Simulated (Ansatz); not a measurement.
# As (hcp type): the cost of one run

Program: Ansatz 0.2.0. Level of theory: DFT PBEsol, with the methods named in each step. These are calculated values, not measurements.

## (1) The starting structure

The structure is hexagonal, space group P6_3/mmc (No. 194). The conventional cell has a = 2.948 Å, b = 2.948 Å, c = 4.891 Å, α = 90.00°, β = 90.00°, γ = 120.00°. Around As (site symmetry -6m2) lie 12 As at 2.95 to 2.98 Å.

Coordinates:

```
CELL_PARAMETERS angstrom
2.94779 0.00000 0.00000
-1.47389 2.55286 0.00000
0.00000 0.00000 4.89069
ATOMIC_POSITIONS crystal
As 0.33333 0.66667 0.25000
As 0.66667 0.33333 0.75000
```

Whether this phase is the stable one at these pressures isn't tested.

Atoms are numbered in the order of the input: As1, As2.

## (2) The reference volume, LAPW

File input.yaml:

```yaml
crystal:
  lattice:
    - [2.9477861448, 0.0, 0.0]
    - [-1.4738930724, 2.5528576864, 0.0]
    - [0.0, 0.0, 4.8906897916]
  atoms:
    - { symbol: As, position: [0.3333333333, 0.6666666667, 0.25] }
    - { symbol: As, position: [0.6666666667, 0.3333333333, 0.75] }
kpoints:
  mp_grid: { grid: [14, 14, 8] }
  band_path:
    path:
      - [0.0, 0.0, 0.0]
      - [0.5, 0.0, 0.0]
      - [0.3333333333, 0.3333333333, 0.0]
      - [0.0, 0.0, 0.0]
      - [0.0, 0.0, 0.5]
      - [0.5, 0.0, 0.5]
      - [0.3333333333, 0.3333333333, 0.5]
      - [0.0, 0.0, 0.5]
      - [0.5, 0.0, 0.5]
    npoints: 14
scf:
  occupations: { method: fermi_dirac, width: 0.08 }
hamiltonian:
  xc: pbesol
  pseudopotentials: { kind: all_electron, lapw: { basis_error: 0.001 } }
output:
  forces: true
  stress: true
  eigenvalues: true
  populations: true
  dos: { projected: true, de: 0.2, e_range: [-14, 8] }
```

Run with:

```console
$ ansatz run input.yaml --threads 1 --pin off --max-ram 2048MiB --backend cpu --events-out ev --progress --plain --runs-dir out
```

What time and memory should one allow on 1 thread of Arm Neoverse V2, shared host?

About 22 s, with a peak of 0.38 GiB.
